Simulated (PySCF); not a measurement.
# Sn(SMe)H3: geometry, NMR shifts and electronic excitations

What NMR shifts and electronic excitations should Sn(SMe)H3 (`[H][Sn]([H])([H])[S]C`) show?

The runs use PySCF 2.14.0, with density-fitted response routines of our own; the level of theory stands in each step. All values are computed, except where a source is named. Atoms are numbered from 0 throughout.

## (1) Starting geometry

9 atoms, charge 0, multiplicity 1; geometry from: GFN2-xTB.

Bonds of the start (Å): Sn0–S1 2.40, Sn0–H6 1.68, Sn0–H7 1.66, Sn0–H8 1.68, S1–C2 1.82, C2–H3 1.09, C2–H4 1.08, C2–H5 1.08.

## (2) Optimising the geometry at PBE0-D3(BJ)/def2-SVP

The job: settings as JSON, then the geometry in Å.

```
{"job": {"xc": "PBE0", "basis": "def2-SVP", "d3": "d3bj", "grid": 1, "maxiter": 40, "kind": "geom"}, "charge": 0, "multiplicity": 1}
Sn    -0.369900     0.854640    -1.312930
S     -0.406610     0.788610     1.081480
C      0.353600    -0.829450     1.409770
H     -0.246830    -1.621650     0.974160
H      0.372140    -0.933490     2.489340
H      1.365850    -0.857840     1.021650
H      1.205160     0.860510    -1.900590
H     -1.150190     2.240280    -1.803020
H     -1.123220    -0.501620    -1.959860
```

Launch:

```
$ OMP_NUM_THREADS=1 python probes_run.py task.json out
```

The driver reads the jobs from task.json and runs them one after another.

Output:

```text
step   0  E = -653.85401441  max force = 0.011649
step   1  E = -653.85609350  max force = 0.005678
step   2  E = -653.85636316  max force = 0.001725
step   3  E = -653.85638874  max force = 0.000326
step   4  E = -653.85639264  max force = 0.000194
optimisation converged
```

Run time: 23 s. Hardware: 1 thread, shared host.

Relaxation path:

```
step  energy from step 0 (eV)  largest force component (eV/Å)
   0                   0.0000                          0.5990
   1                  -0.0566                          0.2920
   2                  -0.0639                          0.0887
   3                  -0.0646                          0.0168
   4                  -0.0647                          0.0100
```

Distances of close pairs at the start and the end, largest changes first:

```
  bond  before (Å)  after (Å)  change (Å)
Sn0–H7       1.664      1.708      +0.044
Sn0–H8       1.681      1.715      +0.034
Sn0–H6       1.681      1.715      +0.034
Sn0–S1       2.396      2.419      +0.024
 C2–H5       1.084      1.100      +0.015
 C2–H3       1.085      1.100      +0.014
 C2–H4       1.085      1.099      +0.014
 S1–C2       1.818      1.822      +0.005
```

The end geometry stands in the next job.

```
                         at the end point                 value
  point group (found at 0.08 Å tolerance)                    C1
rotational constants (GHz, main isotopes)  12.554, 2.054, 1.837
                        dipole moment (D)                  1.59
```

## (3) Nuclear shieldings: PBE0/def2-TZVP+pcSseg-1

The job: settings as JSON, then the geometry in Å.

```
{"job": {"kind": "nmr", "xc": "PBE0", "basis": {"default": "pcSseg-1", "Sn": "def2-TZVP"}}, "charge": 0, "multiplicity": 1}
Sn    -0.371934     0.849486    -1.333464
S     -0.438935     0.800244     1.084226
C      0.353152    -0.812164     1.390435
H     -0.219012    -1.641623     0.950133
H      0.373001    -0.947023     2.480941
H      1.388501    -0.840154     1.020877
H      1.260191     0.836250    -1.861166
H     -1.163668     2.291448    -1.793147
H     -1.181297    -0.536475    -1.938836
```

Method: GIAO PBE0/pcSseg-1 Sn:def2-TZVP NMR shielding, scalar relativity only through core potentials, gas phase.

Output:

```text
coarse grid: 34360 points
cycle   1  E = -652.4717354872  dE = -3.541e+01  |g| = 2.693e+00  |ddm| = 3.099e+01
cycle   2  E = -650.7606260950  dE =  1.711e+00  |g| = 4.636e+00  |ddm| = 7.864e+00
cycle   3  E = -653.9631361514  dE = -3.203e+00  |g| = 3.272e-01  |ddm| = 3.737e+00
cycle   4  E = -653.9884090911  dE = -2.527e-02  |g| = 9.528e-02  |ddm| = 5.852e-01
cycle   5  E = -653.9908355775  dE = -2.426e-03  |g| = 2.671e-02  |ddm| = 1.455e-01
cycle   6  E = -653.9909951527  dE = -1.596e-04  |g| = 9.387e-03  |ddm| = 3.518e-02
cycle   7  E = -653.9910190567  dE = -2.390e-05  |g| = 2.004e-03  |ddm| = 1.194e-02
cycle   8  E = -653.9910199456  dE = -8.888e-07  |g| = 3.509e-04  |ddm| = 2.090e-03
final grid: 69232 points
cycle   9  E = -653.9910371294  dE = -7.708e-10  |g| = 3.875e-04  |ddm| = 9.319e-04
cycle  10  E = -653.9910371075  dE =  2.188e-08  |g| = 4.749e-04  |ddm| = 9.063e-04
cycle  11  E = -653.9910371701  dE = -6.259e-08  |g| = 3.241e-05  |ddm| = 5.109e-04
cycle  12  E = -653.9910371703  dE = -2.267e-10  |g| = 4.727e-06  |ddm| = 3.989e-05
converged SCF energy = -653.9910371703

GIAO shielding tensors (ppm)
atom      isotropic    diamagn.    paramagn.     s11        s22        s33       span
  0 Sn         nan         nan         nan        nan        nan        nan        nan
  1 S      712.523    1056.507    -343.984    604.593    654.976    877.999    273.406
  2 C      168.996     249.675     -80.679    158.515    159.559    188.913     30.398
  3 H       29.285      30.171      -0.886     23.433     27.339     37.082     13.649
  4 H       29.223      28.400       0.822     23.238     25.944     38.485     15.247
  5 H       29.272      30.167      -0.895     23.417     27.285     37.115     13.698
  6 H       26.131      27.732      -1.601     18.429     20.139     39.823     21.394
  7 H       26.192      27.207      -1.016     18.532     19.774     40.269     21.737
  8 H       26.164      27.799      -1.635     18.518     20.222     39.753     21.235
```

It took 15 s on 1 thread, shared host.

The references, computed at this level on geometries of the same kind, shield at (ppm): 1H TMS 31.27, 13C TMS 184.4, 33S CS2 496. Their shielding less the atom's gives the shift. The references are single molecules in the gas phase. Atoms listed in one row are averaged.

```
     atoms                       environment  σ (ppm)  δ (ppm)
        C2           carbon bonded to S, 3 H    169.0     15.4
H6, H7, H8      hydrogen on a Sn bonded to S    26.16     5.10
H3, H4, H5  hydrogen on a carbon bonded to S    29.26     2.01
        S1            sulfur bonded to C, Sn      713     -217
```

Atoms past Kr carry core potentials, so their printed shieldings have no meaning and are left out of the table.

The run also stored atomic charges by several schemes (e):

```
atoms  Mulliken  ESP fit
  Sn0      0.26     0.36
   S1     -0.21    -0.25
   C2     -0.41    -0.43
```

Mayer bond orders: Sn0–S1 1.05, S1–C2 0.99.

With diffuse functions Mulliken charges and Mayer bond orders lose their meaning; the other schemes are steadier.

Orbitals, density, ELF and potential are computed afterwards from the orbital file.

Frontier orbitals at PBE0/def2-TZVP+pcSseg-1, with the share of their density that lies nearest to each atom:

```
orbital  energy (eV)                                    lies on
   HOMO        -6.73                                    S1 81 %
   LUMO        -0.52  S1 26 %; Sn0 22 %; H6, H8 about 16 % each
```

ELF in a plane through or near 5 of the atoms.

Ten even steps from ' ' (0.00) to '@' (1.00):
```
                                                        
                      ......                            
                    ::==++==--..                        
                  ..++##%%##**::        ==++::          
                  ..**%%@@%%##==      ::%%@@%%--        
                  ..**%%==--**++..  ::##@@@@@@@@::      
          ++%%**..  ++--####::##--::==%%@@@@@@@@++      
        ::@@@@@@%%==****--::==%%--::::++@@@@@@@@**..    
        ==@@@@@@@@##**%%****##++::**++::**@@@@@@++      
        ::@@@@@@%%..::**++==++::++::****::**##**..      
        ..**%%%%++..--++--..::::++==++**::----::        
            ..::==++**++..  ..::--++++--::::            
                ::====--      ::::::::::::..            
                  ....        ..::::::::..              
                                ........                
                                                        
                                                        
                                                        
                                                        
                                                        
```
The map spans 11.0 Å across and 7.9 Å up, centred on the molecule. Atoms in the plane (x, y in Å): Sn0 (1.6, 0.0), S1 (-0.4, 1.4), C2 (-1.6, 0.0), H4 (-2.6, 0.5), H7 (2.9, 1.1).

On the surface of density 0.002 e/bohr³ the electrostatic potential runs, from the 1st to the 99th percentile, from -1.05 V near S1 to 1.36 V near Sn0.

## (4) TDDFT and polarisability: wB97X-D/def2-SVPD

Same as in step 3 but for these lines:

```diff
@@ -1,2 +1,2 @@
-{"job": {"kind": "nmr", "xc": "PBE0", "basis": {"default": "pcSseg-1", "Sn": "def2-TZVP"}}, "charge": 0, "multiplicity": 1}
+{"job": {"kind": "uv", "xc": "wB97X-D", "basis": "def2-SVPD", "ip": true, "nstates": 10}, "charge": 0, "multiplicity": 1}
 Sn    -0.371934     0.849486    -1.333464
```

Level: TDDFT wB97X-D/def2-SVPD, vertical, gas phase, core orbitals frozen in the response.

Output:

```text
coarse grid: 34360 points
cycle   1  E = -652.7804533473  dE = -2.215e+01  |g| = 2.386e+00  |ddm| = 8.308e+00
cycle   2  E = -653.2533380967  dE = -4.729e-01  |g| = 2.132e+00  |ddm| = 7.408e+00
cycle   3  E = -654.1007607983  dE = -8.474e-01  |g| = 8.670e-02  |ddm| = 2.531e+00
cycle   4  E = -654.1039536605  dE = -3.193e-03  |g| = 3.441e-02  |ddm| = 2.498e-01
cycle   5  E = -654.1043106639  dE = -3.570e-04  |g| = 1.501e-02  |ddm| = 7.620e-02
cycle   6  E = -654.1043936591  dE = -8.300e-05  |g| = 3.099e-03  |ddm| = 2.927e-02
cycle   7  E = -654.1043989769  dE = -5.318e-06  |g| = 1.252e-03  |ddm| = 8.500e-03
final grid: 69232 points
cycle   8  E = -654.1015684293  dE = -6.085e-06  |g| = 1.786e-03  |ddm| = 7.288e-03
cycle   9  E = -654.1015687358  dE = -3.066e-07  |g| = 1.346e-03  |ddm| = 4.585e-03
cycle  10  E = -654.1015691893  dE = -4.535e-07  |g| = 9.271e-05  |ddm| = 2.003e-03
cycle  11  E = -654.1015691928  dE = -3.465e-09  |g| = 3.426e-05  |ddm| = 2.114e-04
cycle  12  E = -654.1015691936  dE = -8.034e-10  |g| = 1.386e-05  |ddm| = 1.190e-04
converged SCF energy = -654.1015691936

Static polarisability (au): isotropic 77.361, principal 66.504 73.034 92.545

Singlet excitations
state   eV       nm        f      main configurations
  1   4.9636    249.8   0.01303   H->L 0.84
  2   5.9231    209.3   0.00434   H->L+2 0.72, H->L+1 0.14
  3   6.2232    199.2   0.00017   H->L+1 0.77, H->L+2 0.10
  4   6.6832    185.5   0.08180   H->L+3 0.46, H-1->L 0.42
  5   6.9087    179.5   0.00203   H->L+4 0.53, H->L+5 0.34
  6   7.3266    169.2   0.13993   H->L+5 0.29, H->L+4 0.18, H->L+3 0.13
  7   7.3373    169.0   0.24073   H->L+3 0.22, H->L+4 0.18, H-1->L+1 0.18
  8   7.4643    166.1   0.00872   H-1->L+2 0.74
  9   7.6363    162.4   0.13395   H-1->L+1 0.59, H->L+6 0.15, H-1->L 0.14
 10   7.7249    160.5   0.03120   H-2->L 0.76

Triplet excitations (Tamm-Dancoff, eV): 4.5697 5.4779 5.8013 6.1116
Vertical ionisation energy (delta-SCF) = 8.8732 eV
```

It took 30 s on 1 thread, shared host.

Frontier orbitals and where they lie:

```
orbital      eV                       atoms
 HOMO−3  -11.31  Sn0 41 %, H6 26 %, H8 24 %
 HOMO−2  -11.15   Sn0 37 %, H7 34 %, H8 8 %
 HOMO−1   -9.95  S1 57 %, Sn0 18 %, C2 11 %
   HOMO   -8.56   S1 73 %, C2 11 %, Sn0 7 %
   LUMO    0.95  Sn0 40 %, S1 26 %, H6 11 %
 LUMO+1    1.49   Sn0 51 %, H7 11 %, H8 9 %
 LUMO+2    1.97  S1 36 %, Sn0 26 %, C2 10 %
```

With each of the 10 states as a Gaussian band of 0.4 eV half-width at 1/e, the curve within the window shown has maxima at 249 nm (ε 530), 167 nm (ε 20,000) L/(mol cm). Beyond the last state computed it falls off for lack of states. The curve at chosen wavelengths:

(nm, ε (L/mol/cm)): (154, 3657), (159, 10863), (164, 18388), (169, 19270), (175, 12136), (180, 6945), (185, 4510), (190, 3014), (195, 1709), (200, 826), (206, 361), (211, 227), (216, 164), (221, 136), (226, 154), (231, 225), (237, 357), (242, 462), (247, 522), (252, 519), (257, 460), (262, 368), (268, 250), (273, 166), (278, 103), (283, 60)

Leading natural transition orbitals of singlet state 7: the hole lies on S1 81 %; the particle on S1 25 %; H4, H6, H7 about 18 % each; Sn0 8 %.

Leading natural transition orbitals of singlet state 1: the hole lies on S1 83 %; the particle on S1 33 %; Sn0 24 %; H6, H8 about 13 % each.

Ground-state properties from the same run:

```
           property  computed
  dipole moment (D)      1.66
polarisability (Å³)     11.46
 HOMO–LUMO gap (eV)      9.51
      −ε(HOMO) (eV)      8.56
```

## (5) Nuclear shieldings: B3LYP/def2-TZVP+pcSseg-1

Same as in step 4 but for these lines:

```diff
@@ -1,2 +1,2 @@
-{"job": {"kind": "uv", "xc": "wB97X-D", "basis": "def2-SVPD", "ip": true, "nstates": 10}, "charge": 0, "multiplicity": 1}
+{"job": {"kind": "nmr", "xc": "B3LYP", "basis": {"default": "pcSseg-1", "Sn": "def2-TZVP"}, "pop": false}, "charge": 0, "multiplicity": 1}
 Sn    -0.371934     0.849486    -1.333464
```

With the program's defaults for keys left out, this is: GIAO B3LYP/pcSseg-1 Sn:def2-TZVP NMR shielding, scalar relativity only through core potentials, gas phase.

Output:

```text
coarse grid: 34360 points
cycle   1  E = -652.6680385672  dE = -3.525e+01  |g| = 2.767e+00  |ddm| = 3.089e+01
cycle   2  E = -647.6983484905  dE =  4.970e+00  |g| = 6.345e+00  |ddm| = 1.111e+01
cycle   3  E = -654.2195224652  dE = -6.521e+00  |g| = 5.181e-01  |ddm| = 8.404e+00
cycle   4  E = -654.2663479777  dE = -4.683e-02  |g| = 2.111e-01  |ddm| = 7.197e-01
cycle   5  E = -654.2766926653  dE = -1.034e-02  |g| = 5.724e-02  |ddm| = 2.158e-01
cycle   6  E = -654.2774371263  dE = -7.445e-04  |g| = 1.927e-02  |ddm| = 5.865e-02
cycle   7  E = -654.2775250593  dE = -8.793e-05  |g| = 3.011e-03  |ddm| = 2.234e-02
cycle   8  E = -654.2775271429  dE = -2.084e-06  |g| = 3.837e-04  |ddm| = 3.473e-03
final grid: 69232 points
cycle   9  E = -654.2775426190  dE = -7.352e-09  |g| = 3.955e-04  |ddm| = 1.139e-03
cycle  10  E = -654.2775425960  dE =  2.300e-08  |g| = 4.845e-04  |ddm| = 9.943e-04
cycle  11  E = -654.2775426555  dE = -5.952e-08  |g| = 4.377e-05  |ddm| = 6.022e-04
cycle  12  E = -654.2775426560  dE = -5.027e-10  |g| = 4.354e-06  |ddm| = 5.291e-05
converged SCF energy = -654.2775426560

GIAO shielding tensors (ppm)
atom      isotropic    diamagn.    paramagn.     s11        s22        s33       span
  0 Sn         nan         nan         nan        nan        nan        nan        nan
  1 S      675.000    1056.867    -381.868    566.464    616.963    841.573    275.110
  2 C      162.735     248.471     -85.736    151.816    152.864    183.526     31.710
  3 H       29.356      30.361      -1.005     23.715     27.429     36.924     13.209
  4 H       29.328      28.465       0.862     23.540     26.187     38.257     14.717
  5 H       29.343      30.356      -1.013     23.694     27.376     36.960     13.266
  6 H       26.278      27.987      -1.709     18.641     20.333     39.861     21.221
  7 H       26.350      27.442      -1.092     18.771     19.986     40.293     21.522
  8 H       26.313      28.058      -1.745     18.737     20.411     39.791     21.055
```

It took 12 s on 1 thread, shared host.

This run: δ C2 16.5, S1 -190, H6 5.07, H3 2.04 ppm (means over like atoms).

## (6) Run by run: NMR shifts

Shifts (ppm), means over like atoms, with basis size and wall time:

```
                     run    C2    H6    H3    S1  functions  time
 PBE0/def2-TZVP+pcSseg-1  15.4  5.10  2.01  -217        121  15 s
B3LYP/def2-TZVP+pcSseg-1  16.5  5.07  2.04  -190        121  12 s
```

## (7) What came out

```
                                                                        quantity                        value
                                                                     point group                           C1
                                            rotational constants (main isotopes)        12.55, 2.05, 1.84 GHz
                                13C shifts against TMS (PBE0/def2-TZVP+pcSseg-1)                     15.4 ppm
1H shifts against TMS (PBE0/def2-TZVP+pcSseg-1, means over atoms taken as alike)               5.10, 2.01 ppm
                                33S shifts against CS2 (PBE0/def2-TZVP+pcSseg-1)                     -217 ppm
                                           surface potential, 1st and 99th percentile           -1.05 V and 1.36 V
                                              lowest singlet (wB97X-D/def2-SVPD)  4.96 eV (250 nm), f = 0.013
                                        brightest single state of those computed  state 7, 7.34 eV, f = 0.241
                                                                  lowest triplet                      4.57 eV
                                               vertical ionisation energy (ΔSCF)                      8.87 eV
                                                        range of the shift of S1             -217 to -190 ppm
```

Over 4 steps the energy fell by 0.065 eV; of the close pairs, Sn0–H7 changed most, 1.664 to 1.708 Å. At PBE0/def2-TZVP+pcSseg-1: The widest tensor belongs to S1: span 273 ppm, with a paramagnetic part of -344 ppm. By nearest atom (PBE0/def2-TZVP+pcSseg-1), the HOMO sits on S1 81 % and the LUMO on S1 26 %; Sn0 22 %. The first singlet state (HOMO→LUMO 0.84) lies at 4.96 eV and is weak; of the 10 states computed, the strongest absorption comes from states 6 to 7 together at 7.34 eV. The lowest triplet lies 0.39 eV below the lowest singlet (triplets in Tamm-Dancoff, singlets in full TDDFT). Spin-orbit coupling, left out, mixes singlets and triplets in elements this heavy. The orbital energy would give 8.56 eV for ionisation, ΔSCF gives 8.87 eV. Across the 2 runs the shift of S1 moves most, between -217 (PBE0/def2-TZVP+pcSseg-1) and -190 ppm (B3LYP/def2-TZVP+pcSseg-1). Spin-orbit coupling is left out, which matters for shieldings and couplings at and beside the heavy atoms.
